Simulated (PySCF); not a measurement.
# CoHOH: structure of the doublet

The task is one start of a wider search on CoHOH: the doublet, from a linear start. It is relaxed, tested by its Hessian and followed downhill if it is a saddle.

Program: PySCF 2.14.0. Level of theory: PBE0, basis Co def2-TZVP, H def2-TZVP, O def2-TZVP, no relativity, density fitting. These are calculated values, not measurements.

## (1) Starting geometry

4 atoms, charge 0, spin multiplicity 2.

Bond lengths: Co1–H2 1.430 Å, Co1–O3 1.740 Å, O3–H4 0.960 Å. Angles: H2–Co1–O3 180.0°, Co1–O3–H4 130.0°.

```xyz
4
charge 0 multiplicity 2
Co    0.0000    0.0000    0.0000
H     0.0000    0.0000    1.4300
O     0.0000    0.0000   -1.7400
H     0.7354    0.0000   -2.3571
```

## (2) Finding the electronic state

The steps below are one call of a driver around PySCF. For each, scf.py gives the equivalent set-up of the SCF; relaxations use the driver's own optimiser. After this first run the driver tries any further starts and a stability analysis.

The input, scf.py:

```python
from pyscf import gto, scf, dft
mol = gto.M(atom='''
Co     0.000000     0.000000     0.000000
H      0.000000     0.000000     1.430000
O      0.000000     0.000000    -1.740000
H      0.735400     0.000000    -2.357100''',
    basis={'Co': 'def2-TZVP', 'H': 'def2-TZVP', 'O': 'def2-TZVP'},
    charge=0, spin=1)
mf = dft.UKS(mol, xc='PBE0')
mf.grids.atom_grid = (50, 194)
aux = {'Co': 'def2-universal-JKFIT', 'H': 'def2-universal-JKFIT', 'O': 'def2-universal-JKFIT'}
mf = mf.density_fit(auxbasis=aux)
mf.conv_tol = 1e-08
mf.diis_space = 10
mf.max_cycle = 60
mf.init_guess = 'minao'
mf.verbose = 4
mf.kernel()
```

Launch:

```console
> OMP_NUM_THREADS=4 python axn.py task.json out
```

What it wrote (excerpt; [...] marks lines left out):

```text
[... the frontier levels of the middle cycles are left out ...]
init E= -1457.94975560319
[... the frontier-level lines of each cycle are left out ...]
cycle= 1 E= -1441.34630025201  delta_E= 16.6  |g|= 5.51  |ddm|= 11.2
cycle= 2 E= -1407.49323079748  delta_E= 33.9  |g|= 11.6  |ddm|= 15.1
cycle= 3 E= -1447.3629110105  delta_E= -39.9  |g|= 7.23  |ddm|= 8.21
cycle= 4 E= -1441.77558263224  delta_E= 5.59  |g|= 7.26  |ddm|= 3.33
cycle= 5 E= -1447.63381677852  delta_E= -5.86  |g|= 6.65  |ddm|=  2.1
cycle= 6 E= -1448.29740667455  delta_E= -0.664  |g|= 6.52  |ddm|= 0.317
cycle= 7 E= -1449.60309855331  delta_E= -1.31  |g|= 6.22  |ddm|= 0.809
cycle= 8 E= -1451.71301456668  delta_E= -2.11  |g|= 5.63  |ddm|= 2.42
cycle= 9 E= -1452.33889047556  delta_E= -0.626  |g|=  4.8  |ddm|= 1.35
cycle= 10 E= -1454.93300081388  delta_E= -2.59  |g|= 3.97  |ddm|= 1.57
cycle= 11 E= -1457.46835892138  delta_E= -2.54  |g|= 2.39  |ddm|= 0.812
cycle= 12 E= -1446.87289346931  delta_E= 10.6  |g|= 5.33  |ddm|= 10.2
cycle= 13 E= -1458.16860501254  delta_E= -11.3  |g|= 1.62  |ddm|= 10.2
cycle= 14 E= -1458.75106447099  delta_E= -0.582  |g|= 0.427  |ddm|= 0.536
[... 15 cycles left out ...]
cycle= 30 E= -1458.82463826856  delta_E= -2.28e-05  |g|= 0.00181  |ddm|= 0.00737
cycle= 31 E= -1458.82471323084  delta_E= -7.5e-05  |g|= 0.00179  |ddm|= 0.0307
cycle= 32 E= -1458.82473987202  delta_E= -2.66e-05  |g|= 0.00127  |ddm|= 0.0157
cycle= 33 E= -1458.82474739028  delta_E= -7.52e-06  |g|= 0.0015  |ddm|= 0.00549
cycle= 34 E= -1458.82475314966  delta_E= -5.76e-06  |g|= 0.00109  |ddm|= 0.00629
cycle= 35 E= -1458.82475460866  delta_E= -1.46e-06  |g|= 0.00114  |ddm|= 0.00173
cycle= 36 E= -1458.82475579282  delta_E= -1.18e-06  |g|= 0.00108  |ddm|= 0.00239
cycle= 37 E= -1458.82475996463  delta_E= -4.17e-06  |g|= 0.000532  |ddm|= 0.0156
cycle= 38 E= -1458.82476015698  delta_E= -1.92e-07  |g|= 0.000527  |ddm|= 0.00548
cycle= 39 E= -1458.82476066152  delta_E= -5.05e-07  |g|= 0.000212  |ddm|= 0.0033
cycle= 40 E= -1458.82476073925  delta_E= -7.77e-08  |g|= 0.000157  |ddm|= 0.00112
cycle= 41 E= -1458.82476083994  delta_E= -1.01e-07  |g|= 7.67e-05  |ddm|= 0.00162
cycle= 42 E= -1458.82476086796  delta_E= -2.8e-08  |g|= 4.56e-05  |ddm|= 0.000463
cycle= 43 E= -1458.82476087757  delta_E= -9.62e-09  |g|= 3.96e-05  |ddm|= 0.000289
Extra cycle  E= -1458.824760884  delta_E= -6.43e-09  |g|= 7.39e-05  |ddm|= 0.000129
converged SCF energy = -1458.824760884  <S^2> = 0.76531819  2S+1 = 2.01526
```

This step, with its further starts and checks, took 20 s on 4 threads of Arm Neoverse V2, shared host.

Energies from each starting density:

```csv
start,energy (Eh)
the minimal-basis guess,-1458.824761
a thermally smeared density,-1458.817443
a smeared PBE density,-1458.850235
```

This is not the lowest solution: one lies 100.1 kJ/mol lower, at -1458.86290 Eh, and the relaxation starts from that.

## (3) Linear start, doublet: relaxation

The program finds Cs symmetry in the start, which this walk keeps.

Edit scf.py of step 2 so:

```diff
@@ -3,4 +3,4 @@
-Co     0.000000     0.000000     0.000000
-H      0.000000     0.000000     1.430000
-O      0.000000     0.000000    -1.740000
-H      0.735400     0.000000    -2.357100''',
+Co    -0.009632     0.000000     0.373851
+H     -0.009632     0.000000     1.803851
+O     -0.009632     0.000000    -1.366149
+H      0.725768     0.000000    -1.983249''',
@@ -16 +15,0 @@
-mf.init_guess = 'minao'
```

The optimiser's trace:

```csv
step,energy (Eh),change (kJ/mol),largest symmetric gradient (Eh/bohr)
0,-1458.862903,0.00,0.04505
1,-1458.867157,-11.17,0.02246
2,-1458.868794,-15.47,0.00762
3,-1458.868948,-15.87,0.00219
4,-1458.868971,-15.93,0.00084
5,-1458.868980,-15.96,0.00122
6,-1458.868984,-15.97,0.00080
7,-1458.869652,-17.72,0.00318
8,-1458.869741,-17.95,0.00091
9,-1458.869758,-18.00,0.00067
10,-1458.869780,-18.06,0.00098
11,-1458.869790,-18.08,0.00066
12,-1458.869793,-18.09,0.00022
```

The walk took 36 s.

Positions (Å) and forces (eV/Å) along the way:

```
step 0
Co  -0.010   0.000   0.374   0.250  -0.005  -1.470
H   -0.010   0.000   1.804  -0.130   0.004   2.317
O   -0.010   0.000  -1.366   0.028  -0.004  -1.013
H    0.726   0.000  -1.983  -0.148   0.005   0.167
step 1
Co   0.001   0.000   0.369   0.215  -0.004  -1.018
H   -0.020   0.000   1.857  -0.109   0.004   1.155
O   -0.010   0.000  -1.395  -0.231  -0.005  -0.110
H    0.726   0.000  -2.003   0.125   0.006  -0.028
step 6
Co   0.034   0.000   0.346   0.004  -0.002   0.041
H   -0.039   0.000   1.913  -0.002   0.003  -0.020
O   -0.026   0.000  -1.420  -0.006  -0.010  -0.027
H    0.728   0.000  -2.010   0.005   0.009   0.006
step 12
Co   0.073   0.000   0.353  -0.004   0.000  -0.008
H   -0.065   0.000   1.914   0.001   0.000  -0.004
O   -0.025   0.000  -1.414   0.004   0.000   0.011
H    0.714   0.000  -2.024  -0.001   0.000   0.001
```

End point (Cs, 12 steps, 18.1 kJ/mol gained): Co–H 1.567 Å, Co–O 1.770 Å, O–H 0.958 Å; Co–O–H 126.4°, H–Co–O 171.8°.

## (4) Vibrations and properties at this point

On the finer grid the gradient is checked again; gradients at displacements of ±0.02 bohr then give force constants and infrared intensities.

Edit scf.py of step 3 so:

```diff
@@ -3,4 +3,4 @@
-Co    -0.009632     0.000000     0.373851
-H     -0.009632     0.000000     1.803851
-O     -0.009632     0.000000    -1.366149
-H      0.725768     0.000000    -1.983249''',
+Co     0.013887     0.000000     0.377923
+H     -0.124811     0.000000     1.938707
+O     -0.083848     0.000000    -1.388953
+H      0.654688     0.000000    -1.999223''',
@@ -10 +10 @@
-mf.grids.atom_grid = (50, 194)
+mf.grids.atom_grid = (75, 302)
@@ -13 +13 @@
-mf.conv_tol = 1e-08
+mf.conv_tol = 1e-10
```

This SCF starts from the last density.

Log of the central SCF (cycles and frontier levels):

```text
init E= -1458.86969833933
[... the frontier-level lines of each cycle are left out ...]
cycle= 1 E= -1458.86969833929  delta_E= 4.12e-11  |g|= 1.84e-05  |ddm|= 1.28e-05
cycle= 2 E= -1458.86969833877  delta_E= 5.21e-10  |g|= 5.15e-05  |ddm|= 2.58e-05
cycle= 3 E= -1458.86969833942  delta_E= -6.48e-10  |g|= 2.86e-06  |ddm|= 1.81e-05
cycle= 4 E= -1458.86969833943  delta_E= -9.32e-12  |g|= 2.12e-06  |ddm|= 3.28e-06
Extra cycle  E= -1458.86969833946  delta_E= -3.3e-11  |g|= 2.03e-06  |ddm|= 6.7e-06
converged SCF energy = -1458.86969833946  <S^2> = 1.7263761  2S+1 = 2.8116729
```

The whole step took 56 s.

Geometry: Cs; Co–H 1.567 Å, Co–O 1.770 Å, O–H 0.958 Å; Co–O–H 126.4°, H–Co–O 171.8°.

Modes, for the most abundant isotopes:

```json
{"symmetry": "a''", "ω (cm⁻¹)": "183", "IR (km/mol)": "105"}
{"symmetry": "a'", "ω (cm⁻¹)": "446", "IR (km/mol)": "45.4"}
{"symmetry": "a'", "ω (cm⁻¹)": "660", "IR (km/mol)": "261"}
{"symmetry": "a'", "ω (cm⁻¹)": "699", "IR (km/mol)": "53.6"}
{"symmetry": "a'", "ω (cm⁻¹)": "1841", "IR (km/mol)": "358"}
{"symmetry": "a'", "ω (cm⁻¹)": "3907", "IR (km/mol)": "76.1"}
```

All wavenumbers are real: a minimum.

Constants and moments:

| Property | Result |
| --- | --- |
| Dipole moment | 1.74 D |
| Highest occupied level | -7.83 eV |
| Lowest empty level | -4.01 eV |
| Rotational constants | 29.92, 0.3579, 0.3537 cm⁻¹ |
| Zero-point energy | 46.3 kJ/mol |
| Principal polarisabilities | 22.1, 23.8, 49.8 bohr³ |
| Atomisation energy without zero-point energy | 950 kJ/mol |
| Principal traceless quadrupole moments about the centre of mass | -7.38, 1.81, 5.57 D Å |
| Entropy at 298.15 K and 1 bar (electronic part: spin only) | 262.8 J/(mol K) |
| Heat capacity Cp at 298.15 K | 54.2 J/(mol K) |
| Enthalpy at 298.15 K above 0 K | 12.80 kJ/mol |
| Rotational symmetry number | 1 |
| Spin squared ⟨S²⟩ | 1.726 |

Charges (e) and bond orders:

| atom | Mulliken | Löwdin | polar tensor | spin (Mulliken) | Mayer order to Co1 |
| --- | --- | --- | --- | --- | --- |
| Co1 | 0.55 | 0.42 | 1.11 | 1.01 | – |
| H2 | -0.15 | -0.20 | -0.44 | -0.05 | 0.93 |
| O3 | -0.72 | -0.38 | -0.94 | 0.04 | 0.92 |
| H4 | 0.32 | 0.15 | 0.27 | 0.00 | 0.01 |

Mulliken populations on Co1: s 6.70, p 12.36, d 7.40, f 0.00.

## (5) Outcome

| quantity | value |
| --- | --- |
| minimum | broken-symmetry (Ms = 1/2), Cs |
| geometry | Co–H 1.567 Å, Co–O 1.770 Å, O–H 0.958 Å; Co–O–H 126.4°, H–Co–O 171.8° |
| wavenumbers (cm⁻¹) | 183 (a''), 446 (a'), 660 (a'), 699 (a'), 1841 (a'), 3907 (a') |
| dipole moment | 1.74 D |
| highest occupied, lowest empty level (either spin) | -7.83, -4.01 eV |
| polar-tensor charge of Co1 | +1.11 e |
| zero-point energy | 46.3 kJ/mol |
| entropy at 298.15 K | 262.8 J/(mol K) |
| atomisation energy (no zero-point energy) | 950 kJ/mol |
| ⟨S²⟩ | 1.726 |

In words: The molecule stays Cs, as typed, and the end point is a minimum. The determinant is spin-contaminated (⟨S²⟩ = 1.73 against 0.75), so it is no pure spin state. The strongest infrared band lies at 1841 cm⁻¹ (a'). The first SCF alone would have been 100 kJ/mol too high. Only this shape and spin were tried, so other structures or states may lie lower. One determinant may miss the lowest occupation of an open d or f shell.

The search up to here took 1.9 min.
